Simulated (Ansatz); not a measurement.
# C2H7BOSi: the cost of one run

Method: RKS B3LYP-D4/STO-3G, in Ansatz 0.2.0.

## 1. The system as given

Bond lengths: B1–Si2 1.896 Å, Si2–C3 1.874 Å, C3–C4 1.533 Å, C4–O5 1.263 Å, B1–H6 1.241 Å, B1–H7 1.187 Å, Si2–H8 1.436 Å, Si2–H9 1.480 Å, C3–H10 1.123 Å, C3–H11 1.086 Å, C4–H12 1.062 Å. Angles (14 of 18 angles, heavy atoms first): B1–Si2–C3 110.2°, Si2–C3–C4 108.4°, C3–C4–O5 115.3°, B1–Si2–H8 109.6°, B1–Si2–H9 109.2°, C3–Si2–H8 110.2°, C3–Si2–H9 108.6°, Si2–B1–H6 119.8°, Si2–B1–H7 123.0°, Si2–C3–H10 109.0°, Si2–C3–H11 112.0°, C4–C3–H10 104.5°, C4–C3–H11 112.0°, C3–C4–H12 123.4°.

Structure file:

```xyz
12

B    -0.1461    0.3228   -2.2755
Si    0.3250   -0.5234   -0.6456
C    -0.3377    0.4578    0.8073
C     0.1712   -0.1905    2.0998
O    -0.3707   -1.2901    2.4019
H    -1.3385    0.5559   -2.5266
H     0.6576    0.7453   -3.0400
H    -0.2062   -1.8572   -0.6253
H     1.7992   -0.5890   -0.5384
H     0.1282    1.4797    0.8018
H    -1.4214    0.5319    0.7888
H     0.8163    0.3016    2.7857
```

## 2. Relaxing end A

The input, input.yaml:

```yaml
crystal:
  periodic: [false, false, false]
  atoms:
    - { symbol: B, position_ang: [-0.1461, 0.3228, -2.2755] }
    - { symbol: Si, position_ang: [0.325, -0.5234, -0.6456] }
    - { symbol: C, position_ang: [-0.3377, 0.4578, 0.8073] }
    - { symbol: C, position_ang: [0.1712, -0.1905, 2.0998] }
    - { symbol: O, position_ang: [-0.3707, -1.2901, 2.4019] }
    - { symbol: H, position_ang: [-1.3385, 0.5559, -2.5266] }
    - { symbol: H, position_ang: [0.6576, 0.7453, -3.04] }
    - { symbol: H, position_ang: [-0.2062, -1.8572, -0.6253] }
    - { symbol: H, position_ang: [1.7992, -0.589, -0.5384] }
    - { symbol: H, position_ang: [0.1282, 1.4797, 0.8018] }
    - { symbol: H, position_ang: [-1.4214, 0.5319, 0.7888] }
    - { symbol: H, position_ang: [0.8163, 0.3016, 2.7857] }
basis:
  gaussian: { orbitals: STO-3G }
hamiltonian:
  xc: b3lyp
  dispersion: d4
relax:
  f_tol: 0.015
  max_steps: 40
```

Run with:

```sh
$ ansatz run input.yaml --threads 1 --pin off --max-ram 2048MiB --backend cpu --events-out ev --progress --plain --runs-dir out
```

Q: Estimate wall time and peak memory on 1 thread of Arm Neoverse V1, shared host.

About 1.8 min, with a peak of 0.14 GiB.
